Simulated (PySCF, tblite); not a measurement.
**3-chloro-1,1,1,2,2-pentafluoropropane (C₃H₂ClF₅): dynamics, then NMR shifts on frames**

How do NMR shifts of 3-chloro-1,1,1,2,2-pentafluoropropane (C₃H₂ClF₅) (`FC(F)(F)C(F)(F)CCl`) change as the atoms move?

The runs use tblite 0.8.0 and PySCF 2.14.0, with density-fitted response routines of our own; the level of theory stands in each step. All values are computed, except where a source is named. Atoms count from 0, in the outputs and in this text.

### 1 The starting structure

11 atoms, charge 0, multiplicity 1; geometry from: GFN2-xTB.

Bonds of the start (Å): F0–C1 1.34, C1–F2 1.33, C1–F3 1.33, C1–C4 1.56, C4–F5 1.35, C4–F6 1.36, C4–C7 1.52, C7–Cl8 1.78, C7–H9 1.09, C7–H10 1.09.

### 2 Thermal motion with GFN2-xTB

The job: settings as JSON, then the geometry in Å.

```
{"job": {"kind": "md", "xc": "GFN2-xTB", "basis": "xTB", "temperature": 300, "steps": 2000, "every": 50, "frames": 5}, "charge": 0, "multiplicity": 1}
F      1.350306    -1.284066     0.457693
C      1.283450    -0.069040    -0.094393
F      1.510162    -0.200935    -1.395852
F      2.270942     0.658555     0.417174
C     -0.100221     0.585875     0.193953
F     -0.234049     1.663143    -0.606423
F     -0.061202     1.065731     1.463304
C     -1.285875    -0.363760     0.064192
Cl    -1.321120    -1.115146    -1.547488
H     -2.203833     0.209811     0.203398
H     -1.203136    -1.147498     0.818479
```

Level: GFN2-xTB Langevin dynamics, gas phase.

Started as:

```
$ OMP_NUM_THREADS=1 python probes_run.py task.json out
```

This one command runs all jobs of the session in turn.

Standard output:

```text
t/fs     T/K      E/eV
    0.0   263.2   -969.99641
   25.0   148.7   -969.75475
   50.0   218.0   -969.62992
   75.0   237.8   -969.71915
  100.0   213.8   -969.76386
  125.0   188.5   -969.86014
  150.0   179.1   -969.72974
  175.0   273.8   -969.76806
  200.0   223.2   -969.61311
  225.0   252.1   -969.71386
  250.0   390.3   -969.77264
  275.0   221.5   -969.61000
  300.0   202.1   -969.37594
  325.0   384.9   -969.72955
  350.0   400.1   -969.67176
  375.0   420.4   -969.58778
  400.0   365.7   -969.44692
  425.0   438.4   -969.55297
  450.0   378.4   -969.70953
  475.0   305.0   -969.48995
  500.0   360.2   -969.39287
  525.0   389.6   -969.56499
  550.0   423.1   -969.56454
  575.0   354.0   -969.40248
  600.0   362.8   -969.52493
  625.0   350.4   -969.35289
  650.0   522.4   -969.59807
  675.0   395.2   -969.60262
  700.0   337.5   -969.55935
  725.0   246.5   -969.48381
  750.0   293.0   -969.52438
  775.0   366.7   -969.64675
  800.0   452.9   -969.82782
  825.0   392.5   -969.72070
  850.0   401.1   -969.71348
  875.0   310.1   -969.69635
  900.0   255.9   -969.79097
  925.0   252.3   -969.71525
  950.0   283.8   -969.71793
  975.0   279.8   -969.71118
 1000.0   189.9   -969.65897
```

It took 8.9 s on 1 thread of Arm Neoverse V2, shared host; peak memory 0.19 GiB.

Distance from the start (root mean square after alignment): 0 fs 0.00 Å, 200 fs 0.18 Å, 400 fs 0.15 Å, 600 fs 0.28 Å, 800 fs 0.21 Å, 1000 fs 0.25 Å.

Positions (Å) and forces (eV/Å) at 1000 fs:

```xyz
11

F     1.028   -1.908    0.356   -0.888   -0.428   -0.510
C     1.174   -0.730   -0.241    0.195    0.997    1.257
F     1.646   -0.855   -1.455   -0.068   -0.480   -0.446
F     2.149   -0.203    0.499    0.518    0.903    0.174
C    -0.099    0.259   -0.262    0.358   -2.245   -0.633
F     0.052    0.893   -1.428   -0.378    0.429   -0.548
F    -0.117    1.187    0.666    0.594    0.781    1.083
C    -1.395   -0.531   -0.136   -0.074   -0.395   -1.136
Cl   -1.411   -1.881   -1.381    0.041    0.518    0.728
H    -2.202    0.134   -0.448   -0.167   -0.076    0.364
H    -1.480   -0.922    0.882   -0.132   -0.004   -0.333
```

### 3 Nuclear shieldings: 250 fs, PBE0/pcSseg-1

The job: settings as JSON, then the geometry in Å.

```
{"job": {"kind": "nmr", "xc": "PBE0", "basis": "pcSseg-1", "pop": false}, "charge": 0, "multiplicity": 1}
F      1.338800    -1.615000     0.239100
C      1.083000    -0.320100    -0.054900
F      1.154500    -0.233800    -1.409200
F      2.103700     0.418900     0.445200
C     -0.337500     0.103300     0.468800
F     -0.491000     1.346900    -0.010400
F     -0.197500     0.227200     1.808500
C     -1.485300    -0.863000     0.097600
Cl    -1.392300    -1.187600    -1.592300
H     -2.422800    -0.341800     0.306300
H     -1.480900    -1.741500     0.669400
```

With the program's defaults for keys left out, this is: GIAO PBE0/pcSseg-1 NMR shielding, non-relativistic, gas phase.

Standard output:

```text
coarse grid: 11552 points
cycle   1  E = -1073.7990061892  dE =  1.464e+00  |g| = 1.144e+00  |ddm| = 2.932e+00
cycle   2  E = -1073.4577303774  dE =  3.413e-01  |g| = 1.910e+00  |ddm| = 1.579e+00
cycle   3  E = -1074.0227703442  dE = -5.650e-01  |g| = 5.563e-02  |ddm| = 9.894e-01
cycle   4  E = -1074.0231405104  dE = -3.702e-04  |g| = 3.745e-02  |ddm| = 7.617e-02
cycle   5  E = -1074.0233685022  dE = -2.280e-04  |g| = 1.137e-02  |ddm| = 3.095e-02
cycle   6  E = -1074.0233874934  dE = -1.899e-05  |g| = 2.448e-03  |ddm| = 8.044e-03
cycle   7  E = -1074.0233883699  dE = -8.765e-07  |g| = 4.434e-04  |ddm| = 2.041e-03
final grid: 114136 points
cycle   8  E = -1074.1088217942  dE = -6.095e-05  |g| = 8.359e-03  |ddm| = 2.280e-02
cycle   9  E = -1074.1088096533  dE =  1.214e-05  |g| = 1.207e-02  |ddm| = 1.187e-02
cycle  10  E = -1074.1088343744  dE = -2.472e-05  |g| = 8.323e-04  |ddm| = 6.792e-03
cycle  11  E = -1074.1088344660  dE = -9.158e-08  |g| = 2.444e-04  |ddm| = 8.250e-04
cycle  12  E = -1074.1088344750  dE = -8.998e-09  |g| = 9.379e-05  |ddm| = 1.889e-04
cycle  13  E = -1074.1088344765  dE = -1.517e-09  |g| = 1.882e-05  |ddm| = 7.710e-05
cycle  14  E = -1074.1088344766  dE = -5.639e-11  |g| = 5.858e-06  |ddm| = 1.820e-05
converged SCF energy = -1074.1088344766

GIAO shielding tensors (ppm)
atom      isotropic    diamagn.    paramagn.     s11        s22        s33       span
  0 F      258.246     471.992    -213.746    172.624    254.172    347.942    175.318
  1 C       51.668     240.745    -189.078     43.715     50.766     60.522     16.806
  2 F      227.518     473.285    -245.767    143.917    222.986    315.652    171.734
  3 F      254.323     470.953    -216.629    173.103    235.991    353.876    180.772
  4 C       64.878     238.936    -174.058     48.906     70.769     74.959     26.053
  5 F      308.710     473.194    -164.484    227.709    339.177    359.244    131.534
  6 F      304.535     471.585    -167.050    208.186    343.329    362.089    153.902
  7 C      143.833     247.093    -103.261    125.457    139.773    166.268     40.811
  8 Cl     921.976    1145.579    -223.604    821.127    887.185   1057.614    236.487
  9 H       27.745      26.879       0.866     22.235     26.728     34.273     12.038
 10 H       28.708      28.591       0.117     23.881     27.527     34.717     10.836
```

It took 16 s on 1 thread of Arm Neoverse V2, shared host; peak memory 0.75 GiB.

The references, computed at this level on geometries of the same kind, shield at (ppm): 1H TMS 31.72, 13C TMS 186.9, 19F CFCl3 170.9, 35Cl HCl 950. Their shielding less the atom's gives the shift. The references are single molecules in the gas phase, so shifts against H2O, NH3, PH3, H3PO4 or CFCl3 are not on the usual liquid scales and can be off by tens of ppm. Each atom is listed at this fixed geometry, with no averaging over motion; a spectrum would average atoms that exchange fast.

| atoms | environment | σ (ppm) | δ (ppm) |
| --- | --- | --- | --- |
| C1 | CF3 carbon | 51.7 | 135.3 |
| C4 | fully substituted sp3 carbon bonded to 2 F | 64.9 | 122.0 |
| C7 | sp3 CH2 bonded to Cl | 143.8 | 43.1 |
| H9 | hydrogen on an sp3 CH2 bonded to Cl | 27.75 | 3.97 |
| H10 | hydrogen on an sp3 CH2 bonded to Cl | 28.71 | 3.01 |
| F2 | fluorine of a CF3 group | 227.5 | -56.6 |
| F3 | fluorine of a CF3 group | 254.3 | -83.4 |
| F0 | fluorine of a CF3 group | 258.2 | -87.3 |
| F6 | fluorine of a CF2 group | 304.5 | -133.6 |
| F5 | fluorine of a CF2 group | 308.7 | -137.8 |
| Cl8 | chlorine bonded to C | 922 | 28 |

### 4 Shielding tensors: 425 fs, PBE0/pcSseg-1

The job: settings as JSON, then the geometry in Å.

```
{"job": {"kind": "nmr", "xc": "PBE0", "basis": "pcSseg-1", "pop": false}, "charge": 0, "multiplicity": 1}
F      1.498600    -1.869900     0.125500
C      1.341800    -0.555300     0.098000
F      1.313600    -0.245200    -1.280200
F      2.405100    -0.051600     0.686700
C     -0.052800    -0.154700     0.698300
F     -0.541700     1.043900     0.450000
F      0.113500    -0.060600     2.071500
C     -1.093600    -1.253800     0.306300
Cl    -1.496700    -1.303800    -1.464700
H     -2.041400    -1.022000     0.839100
H     -0.616800    -2.231200     0.537000
```

Level: GIAO PBE0/pcSseg-1 NMR shielding, non-relativistic, gas phase.

Standard output:

```text
coarse grid: 11552 points
cycle   1  E = -1073.7792778252  dE =  1.350e+00  |g| = 1.164e+00  |ddm| = 2.873e+00
cycle   2  E = -1073.3864498394  dE =  3.928e-01  |g| = 1.999e+00  |ddm| = 1.665e+00
cycle   3  E = -1074.0144222419  dE = -6.280e-01  |g| = 6.714e-02  |ddm| = 1.055e+00
cycle   4  E = -1074.0147636238  dE = -3.414e-04  |g| = 5.500e-02  |ddm| = 7.652e-02
cycle   5  E = -1074.0152181918  dE = -4.546e-04  |g| = 1.150e-02  |ddm| = 3.436e-02
cycle   6  E = -1074.0152376315  dE = -1.944e-05  |g| = 2.444e-03  |ddm| = 9.109e-03
cycle   7  E = -1074.0152385509  dE = -9.194e-07  |g| = 7.438e-04  |ddm| = 2.367e-03
final grid: 114136 points
cycle   8  E = -1074.0996027698  dE = -5.446e-05  |g| = 7.686e-03  |ddm| = 2.199e-02
cycle   9  E = -1074.0995908025  dE =  1.197e-05  |g| = 1.148e-02  |ddm| = 1.142e-02
cycle  10  E = -1074.0996135659  dE = -2.276e-05  |g| = 7.868e-04  |ddm| = 6.561e-03
cycle  11  E = -1074.0996136475  dE = -8.166e-08  |g| = 1.734e-04  |ddm| = 7.979e-04
cycle  12  E = -1074.0996136523  dE = -4.796e-09  |g| = 7.094e-05  |ddm| = 1.790e-04
cycle  13  E = -1074.0996136532  dE = -8.754e-10  |g| = 1.910e-05  |ddm| = 5.359e-05
converged SCF energy = -1074.0996136532

GIAO shielding tensors (ppm)
atom      isotropic    diamagn.    paramagn.     s11        s22        s33       span
  0 F      249.147     470.965    -221.819    185.324    239.965    322.152    136.828
  1 C       53.607     241.648    -188.042     41.675     57.959     61.186     19.511
  2 F      216.176     474.598    -258.422    101.963    195.544    351.021    249.058
  3 F      266.146     468.649    -202.502    195.244    274.604    328.592    133.348
  4 C       62.020     237.579    -175.559     41.683     64.470     79.906     38.223
  5 F      302.537     473.468    -170.932    214.227    317.226    376.157    161.929
  6 F      282.823     471.494    -188.671    176.117    322.569    349.784    173.667
  7 C      128.820     248.879    -120.059    103.072    137.800    145.588     42.515
  8 Cl     830.158    1145.556    -315.399    659.705    748.462   1082.305    422.600
  9 H       27.036      26.871       0.165     21.021     27.005     33.082     12.060
 10 H       26.609      27.279      -0.670     22.839     25.966     31.023      8.184
```

Run time: 15 s. Hardware: 1 thread of Arm Neoverse V2, shared host; peak memory 0.88 GiB.

This run: δ C1 133.3, C4 124.9, C7 58.1, F2 -45.2, H10 5.11, H9 4.68 ppm.

### 5 NMR shieldings: 625 fs, PBE0/pcSseg-1

The job: settings as JSON, then the geometry in Å.

```
{"job": {"kind": "nmr", "xc": "PBE0", "basis": "pcSseg-1", "pop": false}, "charge": 0, "multiplicity": 1}
F      1.906600    -1.913700     0.526900
C      1.538500    -0.689300     0.057200
F      1.403300    -0.919700    -1.233200
F      2.505100     0.175500     0.278800
C      0.165500    -0.239000     0.650800
F     -0.045500     1.038700     0.443600
F      0.382300    -0.345000     2.071900
C     -1.116400    -1.093000     0.253500
Cl    -1.329200    -1.422500    -1.600000
H     -2.130400    -0.752500     0.446400
H     -0.980400    -2.089800     0.780700
```

With the program's defaults for keys left out, this is: GIAO PBE0/pcSseg-1 NMR shielding, non-relativistic, gas phase.

Standard output:

```text
coarse grid: 11552 points
cycle   1  E = -1073.7658497703  dE =  1.290e+00  |g| = 1.173e+00  |ddm| = 2.842e+00
cycle   2  E = -1073.3639992800  dE =  4.019e-01  |g| = 2.009e+00  |ddm| = 1.710e+00
cycle   3  E = -1074.0065412590  dE = -6.425e-01  |g| = 8.384e-02  |ddm| = 1.094e+00
cycle   4  E = -1074.0069287885  dE = -3.875e-04  |g| = 7.395e-02  |ddm| = 9.523e-02
cycle   5  E = -1074.0078058594  dE = -8.771e-04  |g| = 1.184e-02  |ddm| = 4.585e-02
cycle   6  E = -1074.0078260559  dE = -2.020e-05  |g| = 2.738e-03  |ddm| = 8.938e-03
cycle   7  E = -1074.0078271027  dE = -1.047e-06  |g| = 9.717e-04  |ddm| = 2.120e-03
final grid: 114136 points
cycle   8  E = -1074.0924123036  dE = -5.267e-05  |g| = 7.430e-03  |ddm| = 2.025e-02
cycle   9  E = -1074.0924003027  dE =  1.200e-05  |g| = 1.116e-02  |ddm| = 1.118e-02
cycle  10  E = -1074.0924226531  dE = -2.235e-05  |g| = 8.117e-04  |ddm| = 6.639e-03
cycle  11  E = -1074.0924227367  dE = -8.361e-08  |g| = 2.590e-04  |ddm| = 8.478e-04
cycle  12  E = -1074.0924227459  dE = -9.176e-09  |g| = 1.126e-04  |ddm| = 2.053e-04
cycle  13  E = -1074.0924227476  dE = -1.791e-09  |g| = 1.714e-05  |ddm| = 7.486e-05
cycle  14  E = -1074.0924227477  dE = -5.866e-11  |g| = 5.513e-06  |ddm| = 2.080e-05
converged SCF energy = -1074.0924227477

GIAO shielding tensors (ppm)
atom      isotropic    diamagn.    paramagn.     s11        s22        s33       span
  0 F      246.847     470.216    -223.369    156.689    227.162    356.688    199.999
  1 C       58.746     241.749    -183.003     47.970     62.001     66.266     18.296
  2 F      253.195     473.474    -220.280    189.046    257.347    313.191    124.145
  3 F      272.571     469.637    -197.066    206.891    267.114    343.707    136.815
  4 C       58.268     237.775    -179.507     37.971     64.294     72.538     34.567
  5 F      303.917     473.616    -169.699    230.964    309.597    371.190    140.226
  6 F      258.405     471.933    -213.528    108.013    299.998    367.205    259.193
  7 C      123.316     244.791    -121.475     90.202    128.853    150.892     60.690
  8 Cl     748.499    1145.356    -396.857    517.793    639.305   1088.399    570.606
  9 H       26.185      27.276      -1.091     19.521     26.267     32.768     13.247
 10 H       26.704      25.746       0.958     21.985     26.849     31.277      9.292
```

It took 15 s on 1 thread of Arm Neoverse V2, shared host; peak memory 0.87 GiB.

This run: δ C4 128.7, C1 128.2, C7 63.6, F0 -75.9, H9 5.53, H10 5.01 ppm.

### 6 NMR shieldings: 800 fs, PBE0/pcSseg-1

The job: settings as JSON, then the geometry in Å.

```
{"job": {"kind": "nmr", "xc": "PBE0", "basis": "pcSseg-1", "pop": false}, "charge": 0, "multiplicity": 1}
F      1.611600    -1.558300     0.653600
C      1.325500    -0.557700    -0.193400
F      1.364300    -1.057300    -1.409800
F      2.314500     0.300700    -0.122000
C     -0.064000     0.015600     0.204600
F     -0.255400     1.099400    -0.531200
F     -0.023000     0.414500     1.527200
C     -1.250800    -0.976900     0.086000
Cl    -1.270900    -1.907600    -1.395500
H     -2.230900    -0.420100     0.142700
H     -1.189500    -1.605600     0.948400
```

Method: GIAO PBE0/pcSseg-1 NMR shielding, non-relativistic, gas phase.

Standard output:

```text
coarse grid: 11552 points
cycle   1  E = -1073.8160855281  dE =  1.530e+00  |g| = 1.127e+00  |ddm| = 2.921e+00
cycle   2  E = -1073.5165228039  dE =  2.996e-01  |g| = 1.825e+00  |ddm| = 1.531e+00
cycle   3  E = -1074.0293101430  dE = -5.128e-01  |g| = 6.378e-02  |ddm| = 9.557e-01
cycle   4  E = -1074.0296986785  dE = -3.885e-04  |g| = 4.791e-02  |ddm| = 7.867e-02
cycle   5  E = -1074.0300654309  dE = -3.668e-04  |g| = 1.121e-02  |ddm| = 3.345e-02
cycle   6  E = -1074.0300834685  dE = -1.804e-05  |g| = 2.183e-03  |ddm| = 8.117e-03
cycle   7  E = -1074.0300841420  dE = -6.735e-07  |g| = 6.370e-04  |ddm| = 1.880e-03
final grid: 114136 points
cycle   8  E = -1074.1128404479  dE = -5.330e-05  |g| = 7.238e-03  |ddm| = 2.243e-02
cycle   9  E = -1074.1128315044  dE =  8.943e-06  |g| = 1.031e-02  |ddm| = 1.058e-02
cycle  10  E = -1074.1128500087  dE = -1.850e-05  |g| = 7.860e-04  |ddm| = 6.049e-03
cycle  11  E = -1074.1128500886  dE = -7.994e-08  |g| = 1.932e-04  |ddm| = 7.832e-04
cycle  12  E = -1074.1128500937  dE = -5.113e-09  |g| = 8.765e-05  |ddm| = 1.594e-04
cycle  13  E = -1074.1128500950  dE = -1.236e-09  |g| = 1.711e-05  |ddm| = 6.767e-05
cycle  14  E = -1074.1128500950  dE = -5.366e-11  |g| = 4.651e-06  |ddm| = 1.787e-05
converged SCF energy = -1074.1128500950

GIAO shielding tensors (ppm)
atom      isotropic    diamagn.    paramagn.     s11        s22        s33       span
  0 F      265.664     471.637    -205.972    181.607    262.309    353.078    171.471
  1 C       61.203     240.447    -179.244     51.302     62.092     70.215     18.913
  2 F      254.614     471.384    -216.770    192.094    256.168    315.580    123.486
  3 F      272.501     470.110    -197.609    205.204    265.237    347.061    141.857
  4 C       65.101     237.713    -172.613     49.021     69.706     76.575     27.554
  5 F      315.874     473.160    -157.285    244.417    334.922    368.284    123.866
  6 F      291.536     473.064    -181.529    176.815    336.687    361.105    184.290
  7 C      136.389     246.704    -110.315    114.331    135.662    159.175     44.844
  8 Cl     897.440    1144.932    -247.492    771.192    857.942   1063.187    291.996
  9 H       26.697      26.478       0.218     20.841     26.305     32.945     12.104
 10 H       28.280      28.302      -0.022     23.382     28.229     33.228      9.846
```

It took 15 s on 1 thread of Arm Neoverse V2, shared host; peak memory 0.81 GiB.

This run: δ C1 125.7, C4 121.8, C7 50.5, F2 -83.7, H9 5.02, H10 3.44 ppm.

### 7 Shielding tensors: 1000 fs, PBE0/pcSseg-1

The job: settings as JSON, then the geometry in Å.

```
{"job": {"kind": "nmr", "xc": "PBE0", "basis": "pcSseg-1", "pop": false}, "charge": 0, "multiplicity": 1}
F      1.028100    -1.908100     0.356300
C      1.173800    -0.730300    -0.240600
F      1.646400    -0.855200    -1.454900
F      2.149100    -0.203200     0.498600
C     -0.098600     0.259300    -0.262300
F      0.051900     0.893500    -1.428400
F     -0.116600     1.186900     0.665600
C     -1.395400    -0.530600    -0.136300
Cl    -1.410700    -1.880600    -1.381300
H     -2.201900     0.134100    -0.448000
H     -1.479500    -0.921700     0.882400
```

Level: GIAO PBE0/pcSseg-1 NMR shielding, non-relativistic, gas phase.

Standard output:

```text
coarse grid: 11552 points
cycle   1  E = -1073.8082919484  dE =  1.529e+00  |g| = 1.123e+00  |ddm| = 2.923e+00
cycle   2  E = -1073.5137728538  dE =  2.945e-01  |g| = 1.811e+00  |ddm| = 1.541e+00
cycle   3  E = -1074.0201928927  dE = -5.064e-01  |g| = 5.966e-02  |ddm| = 9.644e-01
cycle   4  E = -1074.0205989088  dE = -4.060e-04  |g| = 3.968e-02  |ddm| = 7.061e-02
cycle   5  E = -1074.0208752506  dE = -2.763e-04  |g| = 1.082e-02  |ddm| = 3.140e-02
cycle   6  E = -1074.0208949772  dE = -1.973e-05  |g| = 2.312e-03  |ddm| = 9.335e-03
cycle   7  E = -1074.0208958343  dE = -8.571e-07  |g| = 5.106e-04  |ddm| = 2.337e-03
final grid: 114136 points
cycle   8  E = -1074.1034120385  dE = -5.105e-05  |g| = 7.045e-03  |ddm| = 2.220e-02
cycle   9  E = -1074.1034041511  dE =  7.887e-06  |g| = 9.826e-03  |ddm| = 1.009e-02
cycle  10  E = -1074.1034208270  dE = -1.668e-05  |g| = 8.078e-04  |ddm| = 5.826e-03
cycle  11  E = -1074.1034209180  dE = -9.095e-08  |g| = 1.589e-04  |ddm| = 8.459e-04
cycle  12  E = -1074.1034209221  dE = -4.099e-09  |g| = 6.828e-05  |ddm| = 1.778e-04
cycle  13  E = -1074.1034209228  dE = -7.094e-10  |g| = 1.637e-05  |ddm| = 4.469e-05
converged SCF energy = -1074.1034209228

GIAO shielding tensors (ppm)
atom      isotropic    diamagn.    paramagn.     s11        s22        s33       span
  0 F      256.164     471.922    -215.758    179.607    250.963    337.921    158.314
  1 C       58.425     240.690    -182.265     50.943     59.606     64.725     13.783
  2 F      253.394     469.553    -216.160    185.739    261.358    313.084    127.345
  3 F      262.836     471.599    -208.763    178.630    266.895    342.983    164.352
  4 C       67.333     238.265    -170.931     53.846     67.001     81.152     27.306
  5 F      305.302     471.493    -166.191    227.056    331.079    357.771    130.715
  6 F      305.116     472.308    -167.192    238.214    322.576    354.558    116.344
  7 C      131.302     249.295    -117.993    106.659    130.439    156.808     50.149
  8 Cl     834.336    1144.974    -310.638    680.487    733.732   1088.788    408.300
  9 H       27.493      27.545      -0.052     21.967     27.012     33.501     11.534
 10 H       27.647      27.988      -0.340     23.383     26.706     32.853      9.470
```

It took 15 s on 1 thread of Arm Neoverse V2, shared host; peak memory 0.81 GiB.

In short: δ C1 128.5, C4 119.6, C7 55.6, F2 -82.4, H9 4.22, H10 4.07 ppm.

### 8 Comparing the runs: NMR shifts

Shifts (ppm) of some atoms, chosen among heavy atoms and hydrogens apart, with basis size and wall time:

| frame | C7 | H9 | H10 | F2 | F0 | F6 | Cl8 | functions | time |
| --- | --- | --- | --- | --- | --- | --- | --- | --- | --- |
| 250 fs | 43.1 | 3.97 | 3.01 | -56.6 | -87.3 | -133.6 | 28 | 170 | 16 s |
| 425 fs | 58.1 | 4.68 | 5.11 | -45.2 | -78.2 | -111.9 | 120 | 170 | 15 s |
| 625 fs | 63.6 | 5.53 | 5.01 | -82.2 | -75.9 | -87.5 | 201 | 170 | 15 s |
| 800 fs | 50.5 | 5.02 | 3.44 | -83.7 | -94.7 | -120.6 | 52 | 170 | 15 s |
| 1000 fs | 55.6 | 4.22 | 4.07 | -82.4 | -85.2 | -134.2 | 115 | 170 | 15 s |

### 9 What came out

```
                                        quantity                                    value
                                      thermostat                                    300 K
                   mean temperature, second half                                    344 K
         mean potential energy above the minimum                                  0.39 eV
  13C shifts against TMS (PBE0/pcSseg-1, 250 fs)                   135.3, 122.0, 43.1 ppm
   1H shifts against TMS (PBE0/pcSseg-1, 250 fs)                           3.97, 3.01 ppm
19F shifts against CFCl3 (PBE0/pcSseg-1, 250 fs)  -56.6, -83.4, -87.3, -133.6, -137.8 ppm
 35Cl shifts against HCl (PBE0/pcSseg-1, 250 fs)                                   28 ppm
                       range of the shift of Cl8                            28 to 201 ppm
```

**Reading.** In the second half the potential energy averages 0.39 eV above the minimum; equipartition over 27 harmonic modes at 300 K would give 0.35 eV. With 11 atoms the temperature swings widely (149 to 522 K). Shifts at one fixed geometry are not the observed spectrum, which averages over the motion. In the first frame run (250 fs): The widest tensor belongs to Cl8: span 236 ppm, with a paramagnetic part of -224 ppm. In ppm, Cl8 moves most: its shift spreads over 173 ppm, from 28 (250 fs) to 201 (625 fs).
